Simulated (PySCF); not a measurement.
# BiH3S3 (Bi(SH)3): the cost of one run

Computed with PySCF 2.14.0. Level: PBE0, Bi def2-SVP with ECP60, S def2-SVP, H def2-SVP; scalar-relativistic core potentials, no spin–orbit coupling.

1 further run of the same task is left out (for a known fault of the program).

### Step 1. Where the work starts

7 atoms, charge 0, spin multiplicity 1.

Bond lengths: Bi1–S2 2.558 Å, Bi1–S4 2.558 Å, Bi1–S6 2.558 Å, S2–H3 1.353 Å, S4–H5 1.353 Å, S6–H7 1.353 Å. Angles: S2–Bi1–S4 96.2°, S2–Bi1–S6 96.2°, S4–Bi1–S6 96.2°, Bi1–S2–H3 90.9°, Bi1–S4–H5 90.9°, Bi1–S6–H7 90.9°.

Geometry (Å):

```xyz
7
charge 0, multiplicity 1
Bi    0.00000    0.00000   -0.30831
S     2.17497   -0.31348    1.00051
H     1.83728    0.68804    1.84447
S    -0.81600    2.04032    1.00051
H    -1.51450    1.24711    1.84447
S    -1.35897   -1.72684    1.00051
H    -0.32278   -1.93515    1.84447
```

Formal oxidation states: Bi +3. An earlier session relaxed this geometry at PBE0, Bi def2-SVP with ECP60, S def2-SVP, H def2-SVP (singlet, point group C3).

Its energy there is -1410.293343 Eh.

### Step 2. One electron removed, multiplicity 2

File run.py (the lines that set the calculation):

```python
mol = gto.M(atom='''
Bi     0.00000     0.00000    -0.30831
S      2.17497    -0.31348     1.00051
H      1.83728     0.68804     1.84447
S     -0.81600     2.04032     1.00051
H     -1.51450     1.24711     1.84447
S     -1.35897    -1.72684     1.00051
H     -0.32278    -1.93515     1.84447''',
    basis={'Bi': 'def2-SVP', 'S': 'def2-SVP', 'H': 'def2-SVP'},
    ecp={'Bi': 'def2-SVP'},
    charge=1, spin=1)
mf = dft.UKS(mol, xc='PBE0')
mf.grids.atom_grid = (50, 194)
mf = mf.density_fit()  # fitting sets: Bi def2-universal-JKFIT, S def2-universal-JKFIT, H def2-universal-JKFIT
mf.conv_tol = 1e-08; mf.max_cycle = 55
mf.kernel(dm0)  # dm0: the density of the relaxed state
```

Command:

```console
OMP_NUM_THREADS=2 python run.py
```

**Question.** How long does this run take on 2 threads of Arm Neoverse V1, shared host?

About 3.9 s.
